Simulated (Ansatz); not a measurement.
# CH4SSn: small, medium and large basis sets

The task here is to estimate one member of a computed series from the others.

The runs use Ansatz 0.2.0, Gaussian basis; one geometry, several basis sets.

Levels to be run: PBE0-D4/def2-SVP; ωB97M-V/def2-SVP; PBE0-D4/def2-QZVPP; ωB97M-V/def2-QZVPP; the functionals' def2-TZVPP values are taken from earlier runs.

## The geometry

All runs share one geometry, relaxed beforehand with PBE0-D4 in a triple-zeta def2 set. Sn takes the def2 core potential; no spin-orbit term is included.

SMILES `[CH3][Sn][SH]`, 7 atoms, charge 0, spin multiplicity 1.

Atoms are counted from 1 here; the program's logs count them from 0.

Bond lengths: C1–Sn2 2.190 Å, C1–H4 1.094 Å, C1–H5 1.093 Å, C1–H6 1.091 Å, Sn2–S3 2.432 Å, S3–H7 1.344 Å. Angles: Sn2–C1–H4 109.6°, Sn2–C1–H5 109.6°, Sn2–C1–H6 111.6°, H4–C1–H5 108.1°, H4–C1–H6 108.9°, H5–C1–H6 109.0°, C1–Sn2–S3 94.7°, Sn2–S3–H7 96.6°.

Coordinates:

```xyz
7
charge 0, multiplicity 1
C    -0.6636    0.6504   -0.2707
Sn   -0.0453   -0.0703    1.7025
S     1.6253   -1.6112    0.8376
H    -1.0293   -0.1886   -0.8693
H     0.1954    1.0876   -0.7872
H    -1.4517    1.4014   -0.1950
H     1.4304   -1.3371   -0.4636
```

Set-up of the first run:

in.yaml reads:

```yaml
crystal:
  periodic: [false, false, false]
  atoms:
    - {symbol: C, position_ang: [-0.663578, 0.650355, -0.270725]}
    - {symbol: Sn, position_ang: [-0.045295, -0.070328, 1.702517]}
    - {symbol: S, position_ang: [1.625327, -1.611226, 0.837568]}
    - {symbol: H, position_ang: [-1.029268, -0.188604, -0.869301]}
    - {symbol: H, position_ang: [0.195366, 1.087623, -0.787181]}
    - {symbol: H, position_ang: [-1.451748, 1.401356, -0.194961]}
    - {symbol: H, position_ang: [1.430396, -1.337076, -0.463617]}
basis:
  gaussian: {orbitals: def2-SVP}
hamiltonian: {xc: pbe0, dispersion: d4}
output: {orbitals: {seedname: orbitals}}
```

Steps of the session up to this table: PBE0-D4 in def2-SVP; ωB97M-V in def2-SVP; PBE0-D4 in def2-QZVPP; ωB97M-V in def2-QZVPP.

One of the session's tables, all rows but one given; the rest of the session is left out.

It belongs to the step «Functionals by basis». 

```
functional       basis  HOMO (eV)  LUMO (eV)
   PBE0-D4    def2-SVP      -6.50      -2.31
   PBE0-D4  def2-TZVPP      -6.58      -2.40
   PBE0-D4  def2-QZVPP          ?          ?
   ωB97M-V    def2-SVP      -8.52      -0.51
   ωB97M-V  def2-TZVPP      -8.62      -0.68
   ωB97M-V  def2-QZVPP      -8.65      -0.72
```

Estimate the missing values for PBE0-D4, def2-QZVPP.

**Answer.** HOMO (eV): -6.60; LUMO (eV): -2.42. In the column «HOMO (eV)» it lies between ωB97M-V, def2-SVP (-8.52) and PBE0-D4, def2-TZVPP (-6.58).
